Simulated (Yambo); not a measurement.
**Sn: optical spectrum with PBEsol**

Crystal: Sn.

```
Sn
1.0
    -2.94014    2.94014    1.59930
     2.94014   -2.94014    1.59930
     2.94014    2.94014   -1.59930
Sn
2
Direct
  0.00000 0.00000 0.00000
  0.75000 0.25000 0.50000
```

* Program: Yambo 5.3.0
* Task: optical spectrum
* Functional: PBEsol
* Potentials or basis: PseudoDojo 0.4.1 SR PBEsol standard
* Cutoff: 980 eV
* Density cutoff: 3918 eV
* k mesh: 8 × 8 × 8
* Occupations: fermi-dirac, width 0.05 eV
* Spin: no spin polarisation
* k mesh of the self-consistent run: 10 × 10 × 10
* Direction of the field or of q to 0: z
* Broadening: 0.3 eV
* Kernel: adiabatic LDA
* Top of the energy range: 20 eV
* Energy points: 300
* Correction of the levels: none
* Bands in the response: 34
* Cutoff of the response matrix: 3 Ry

```yaml
Band_gap_on_the_k_mesh_mean-field_level: none (metal or under the smearing width)
```

Dielectric function (along the field direction of the input):
```tsv
energy (eV)	real part	imaginary part
0.27	44.32	5.27
0.94	33.20	43.46
1.61	4.92	29.34
2.27	-10.94	19.72
2.94	-4.22	10.15
3.61	-5.95	7.94
4.35	-5.10	5.07
5.02	-4.19	3.08
5.69	-3.04	1.98
6.35	-2.11	1.25
7.02	-1.53	1.00
7.69	-1.12	0.71
8.43	-0.67	0.54
9.10	-0.46	0.46
9.77	-0.19	0.41
10.43	-0.04	0.40
11.10	0.05	0.32
11.77	0.18	0.27
12.51	0.28	0.25
13.18	0.33	0.18
13.85	0.42	0.14
14.52	0.51	0.12
15.18	0.56	0.11
15.85	0.62	0.08
16.59	0.69	0.07
17.26	0.75	0.06
17.93	0.80	0.06
18.60	0.85	0.05
19.26	0.91	0.05
20.00	0.97	0.06
```

Wall time 2 min on 1 thread of Intel(R) Xeon(R) 6975P-C (Granite Rapids) (shared host).

Caveat: the LDA kernel is used on GGA states, which is inconsistent by a few percent; the intraband (Drude) term of the metal is left out; spectra need much finer meshes, so this one isn't converged; these spectra lack excitons.
